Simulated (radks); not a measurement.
# Sc⁴⁺ in [Ne] 3s2 3p5: an all-electron calculation

One table from this session's results is given with a row withheld; the runs are named, their logs left out.

Method: scalar-relativistic Kohn-Sham, LDA (Slater exchange, Perdew-Wang correlation), spin-polarised, spherical densities, point nucleus; open shells are filled with parallel spins first. Code: radks (a radial shooting solver on a logarithmic mesh, Libxc functionals) version 1.

**The atom as given**

```
element       : scandium (Z = 21)
charge        : +4
electrons     : 17
configuration : [Ne] 3s2 3p5
```

Outer shells as boxes (Hund's rule):

Sc⁴⁺
```
[Ne] core
3s [↑↓]
3p [↑↓][↑↓][↑ ]
```

The first run:

The run's settings:

```text
Z 21
configuration [Ne] 3s2 3p5
relativity scalar-relativistic
functional lda,pw
spin polarised
nucleus point
c 137.035999084
```

Started as:

```console
python run_ks.py task.json out
```

This one command runs every case of the session in turn.

Steps of the session up to this table: Self-consistent calculation.

One table of the session follows, with a row left open; its other results are not shown here.

It belongs to the step «Shells». From the orbitals of this run (lengths in bohr):

| level | <r> | outermost maximum (interpolated) | 90 % within | nodes |
| --- | --- | --- | --- | --- |
| 1s up | 0.07320 | 0.0479 | 0.131 | 0 |
| 1s down | 0.07320 | 0.0479 | 0.131 | 0 |
| 2s up | ? | ? | ? | ? |
| 2s down | 0.3442 | 0.284 | 0.535 | 1 |
| 2p up | 0.3078 | 0.232 | 0.507 | 0 |
| 2p down | 0.3077 | 0.232 | 0.507 | 0 |
| 3s up | 1.032 | 0.909 | 1.53 | 2 |
| 3s down | 1.035 | 0.910 | 1.54 | 2 |
| 3p up | 1.087 | 0.937 | 1.65 | 1 |
| 3p down | 1.091 | 0.938 | 1.66 | 1 |

Q: Estimate the row for 2s up from the others.

**Answer.** <r>: 0.3443; outermost maximum (interpolated): 0.284; 90 % within: 0.536; nodes: 1. In the column «<r>» it lies between 2s down (0.3442) and 3s up (1.032).

Caveats from the session: Open shells are spherical and high-spin; term and fine-structure splittings are not resolved.
